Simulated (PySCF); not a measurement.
# C2H7BN2O: the cost of one run

The runs use PySCF 2.14.0, with density-fitted response routines of our own; the level of theory stands in each step. All values are computed, except where a source is named. Atoms are numbered from 0 throughout.

## 1. The molecule as given

13 atoms, charge 0, multiplicity 1; geometry from: GFN2-xTB. The atoms were then displaced at random by about 0.01 Å, so the start is not that level's minimum.

Bonds of the start (Å): C0–B1 1.57, B1–N2 1.38, B1–N3 1.49, N3–C4 1.31, C4–O5 1.22, C0–H6 1.08, C0–H7 1.11, C0–H8 1.08, N2–H9 0.99, N2–H10 1.02, N3–H11 1.01, C4–H12 1.08.

## 2. Optimising the geometry at PBE0-D3(BJ)/def2-SVP

The job: settings as JSON, then the geometry in Å.

```
{"job": {"xc": "PBE0", "basis": "def2-SVP", "d3": "d3bj", "grid": 1, "shake": 0.01, "kind": "geom"}, "charge": 0, "multiplicity": 1}
C     -1.711510    -0.644340    -0.447020
B     -0.373310     0.136490    -0.168360
N     -0.291750     1.502780     0.000340
N      0.884310    -0.660880    -0.089500
C      2.101120    -0.225650     0.136160
O      2.428520     0.934320     0.328110
H     -1.680790    -1.168640    -1.390420
H     -2.565820     0.061560    -0.511400
H     -1.948690    -1.342980     0.346680
H     -1.046840     2.142880    -0.016310
H      0.615150     1.931320     0.198150
H      0.768190    -1.658600    -0.209510
H      2.827230    -1.025130     0.148240
```

The run is started by

```bash
$ OMP_NUM_THREADS=1 python probes_run.py task.json out
```

The driver reads the jobs from task.json and runs them one after another.

Q: Estimate the wall time and peak memory of this first job on 1 thread of Arm Neoverse V2, shared host.

About 40 s, with a peak of 0.51 GiB.
